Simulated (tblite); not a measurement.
# C2H6BCl2Si: the cost of one run

Programs: tblite 0.8.0 and PySCF 2.14.0, with density-fitted response routines of our own. Each step states its level of theory. These are calculated values for one molecule in the gas phase, unless marked as measured. Atoms are numbered from 0 throughout.

### 1 Starting geometry

12 atoms, charge 0, multiplicity 2; geometry from: force field or distance geometry start.

Bonds of the start (Å): C0–Si1 1.86, Si1–C2 1.87, Si1–B3 1.94, B3–Cl4 1.84, B3–Cl5 1.85, C0–H6 1.11, C0–H7 1.11, Si1–H8 1.46, C2–H9 1.10, C2–H10 1.12, C2–H11 1.11.

### 2 Relaxing the molecule with GFN2-xTB

What the job is given:

```
{"job": {"kind": "relax", "xc": "GFN2-xTB", "basis": "xTB"}, "charge": 0, "multiplicity": 2}
C     -0.803500     1.721500    -0.203300
Si     0.115100     0.146600    -0.547400
C     -1.020300    -1.317700    -0.327900
B      1.593900    -0.009800     0.703500
Cl     3.323500    -0.117900     0.094100
Cl     1.258500    -0.073300     2.521200
H     -1.209100     1.710400     0.829400
H     -0.121300     2.593700    -0.317500
H      0.646800     0.159500    -1.910800
H     -0.478500    -2.255200    -0.524400
H     -1.874400    -1.226100    -1.049600
H     -1.429500    -1.332300     0.706600
```

The run is started by

```sh
> OMP_NUM_THREADS=1 python probes_run.py task.json out
```

This one command runs all jobs of the session in turn.

**Question.** How long does this first job take on 1 thread of Intel Xeon Platinum 8259CL at 2.50GHz, shared host?

About 1.1 s.
